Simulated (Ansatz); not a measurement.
# CH₃GeNO: one species, many methods

Aim: compute CH₃GeNO with functionals from several rungs and with coupled cluster. The yardstick is the atomisation energy at the CCSD(T) limit.

The runs use Ansatz 0.2.0, Gaussian basis; functionals in def2-TZVPP, the program's frozen cores in correlated methods.

Plan: LDA (SPW92), PBE-D4, revPBE-D4, BLYP-D4, r2SCAN-D4, B97M-V, PBE0-D4, B3LYP-D4, r2SCANh-D4, r2SCAN0-D4, HSE06-D4, BHLYP-D4, CAM-B3LYP-D4, LC-ωPBE, ωB97X-V, ωB97M-V, B2PLYP, PBE-QIDH; CCSD(T)/def2-SVP; CCSD(T)/def2-TZVPP; MP2/def2-QZVPP; extrapolation to the limit; RPA on PBE.

**1. The relaxed structure**

The geometry comes from an earlier relaxation with PBE0-D4 in a triple-zeta def2 set; it is a stationary point, not always the lowest conformer.

SMILES `N=[C]1[O][GeH2]1`, 7 atoms, charge 0, spin multiplicity 1.

Atoms are counted from 1 here; the program's logs count them from 0.

Bond lengths: N1–C2 1.244 Å, N1–H5 1.012 Å, C2–O3 1.307 Å, C2–Ge4 1.936 Å, O3–Ge4 1.917 Å, Ge4–H6 1.531 Å, Ge4–H7 1.531 Å. Angles: C2–N1–H5 113.0°, N1–C2–O3 134.2°, N1–C2–Ge4 156.5°, O3–C2–Ge4 69.4°, C2–O3–Ge4 71.0°, C2–Ge4–O3 39.7°, C2–Ge4–H6 121.6°, C2–Ge4–H7 121.6°, O3–Ge4–H6 107.9°, O3–Ge4–H7 107.9°, H6–Ge4–H7 113.9°.

**2. LDA**

This LDA is Slater exchange with PW92 correlation.

in.yaml reads:

```yaml
crystal:
  periodic: [false, false, false]
  atoms:
    - {symbol: N, position_ang: [-0.997730, -1.700466, -0.321931]}
    - {symbol: C, position_ang: [-0.230481, -0.774948, -0.001614]}
    - {symbol: O, position_ang: [0.855390, -0.701493, 0.722932]}
    - {symbol: Ge, position_ang: [0.432385, 1.043602, 0.051267]}
    - {symbol: H, position_ang: [-1.762181, -1.393980, -0.910742]}
    - {symbol: H, position_ang: [0.170063, 1.958713, 1.250839]}
    - {symbol: H, position_ang: [1.593654, 1.500372, -0.836452]}
basis:
  gaussian: {orbitals: def2-TZVPP}
hamiltonian: {xc: lda}
output: {orbitals: {seedname: orbitals}}
```

Started as:

```bash
> ansatz run in.yaml --threads 2 --pin off --events-out ev --progress --plain --max-ram 4352MiB
```

The runs that follow: PBE-D4 (GGA); revPBE-D4 (GGA); BLYP-D4 (GGA); r2SCAN-D4 (meta-GGA); B97M-V (meta-GGA); PBE0-D4 (hybrid); B3LYP-D4 (hybrid); r2SCANh-D4 (hybrid); r2SCAN0-D4 (hybrid); HSE06-D4 (hybrid); BHLYP-D4 (hybrid); CAM-B3LYP-D4 (range-separated); LC-ωPBE (range-separated); ωB97X-V (range-separated); ωB97M-V (range-separated); B2PLYP (double hybrid); PBE-QIDH (double hybrid); CCSD(T) in def2-SVP; CCSD(T) in def2-TZVPP; MP2 in def2-QZVPP; RPA on PBE orbitals.

Q: Predict the results of all the runs planned. Wanted: atomisation energy, CCSD(T)/CBS; farthest beyond LDA; mean size of error, GGA; mean size of error, meta-GGA; mean size of error, hybrid; mean size of error, range-separated; mean size of error, double hybrid; gap, smallest and largest; T1 diagnostic.

The runs gave:

| quantity | value |
| --- | --- |
| atomisation energy, CCSD(T)/CBS | 25.277 eV |
| functionals within 0.253 eV (1.0 %) | PBE0-D4, B3LYP-D4, r2SCANh-D4, HSE06-D4, CAM-B3LYP-D4, LC-ωPBE, ωB97X-V, ωB97M-V, B2PLYP |
| farthest beyond LDA | BHLYP-D4 (-1.574 eV) |
| mean size of error, GGA | 0.737 eV |
| mean size of error, meta-GGA | 0.290 eV |
| mean size of error, hybrid | 0.448 eV |
| mean size of error, range-separated | 0.082 eV |
| mean size of error, double hybrid | 0.299 eV |
| gap, smallest and largest | 3.41 eV (BLYP-D4), 9.90 eV (LC-ωPBE) |
| T1 diagnostic | 0.0178 |
| triples share of the correlation energy | 4.6 % |

**Reading.** LDA overbinds by 5.258 eV (21 %). PBE-D4 misses by +1.303 eV. Double hybrids carry the basis error of their MP2 part in triple zeta, and no dispersion term here, so their miss is partly the set-up's. Taken by rung, range-separated functionals do best (0.082 eV on average) and GGA ones worst beyond LDA (0.737 eV). The reference freezes the cores and leaves out relativity and excitations past (T), and its outer-core shells are covered unevenly, so misses under about 0.253 eV can't be ranked. Hartree-Fock recovers 60 % of the binding; the rest is correlation. CCSD(T) in def2-SVP is off by -2.014 eV, so the small basis spoils what the method gains. Orbital gaps span 3.4 to 9.9 eV; exact exchange widens them. Correlated methods include outer-core shells of Ge, which these sets cover unevenly.
